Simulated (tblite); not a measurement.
# C5H10N2OSi: the cost of one run

Computed with tblite 0.8.0 and PySCF 2.14.0, with density-fitted response routines of our own, on a single molecule in the gas phase. Atoms count from 0, in the outputs and in this text.

## 1. The molecule as given

19 atoms, charge 0, multiplicity 1; geometry from: force field or distance geometry start.

Bonds of the start (Å): C0–O1 1.38, O1–C2 1.36, C2–C3 1.46, C3–N4 1.13, C2–C5 1.52, C5–C6 1.50, C6–N7 1.46, N7–Si8 1.80, Si8–C2 1.90, C0–H9 1.10, C0–H10 1.12, C0–H11 1.12, C5–H12 1.11, C5–H13 1.10, C6–H14 1.10, C6–H15 1.12, N7–H16 1.05, Si8–H17 1.45, Si8–H18 1.45.

## 2. Relaxing the molecule with GFN2-xTB

Job settings and geometry (Å):

```
{"job": {"kind": "relax", "xc": "GFN2-xTB", "basis": "xTB"}, "charge": 0, "multiplicity": 1}
C      2.249300    -0.746600     0.350200
O      1.135800    -0.646700    -0.466900
C      0.337500     0.433900    -0.287600
C      0.986700     1.723000    -0.519000
N      1.503400     2.711700    -0.683100
C     -0.538800     0.411300     0.951500
C     -1.334000    -0.841000     0.724100
N     -2.262100    -0.503300    -0.356300
Si    -1.073200     0.159900    -1.527800
H      2.944700     0.099600     0.257500
H      2.808000    -1.660600     0.020000
H      1.932400    -0.955700     1.404800
H     -1.244300     1.269200     0.877500
H      0.034700     0.415600     1.892300
H     -0.652100    -1.607300     0.324900
H     -1.877300    -1.179700     1.642600
H     -2.791500     0.333300    -0.000700
H     -1.531100     1.409600    -2.107500
H     -0.637900    -0.816900    -2.503900
```

Run with:

```sh
OMP_NUM_THREADS=1 python probes_run.py task.json out
```

One launch serves the whole session: the jobs run in the order shown.

**Question.** How long does this first job take on 1 thread of Intel Xeon at 2.50GHz, shared host, and how much memory does it need?

About 2.6 s, with a peak of 0.18 GiB.
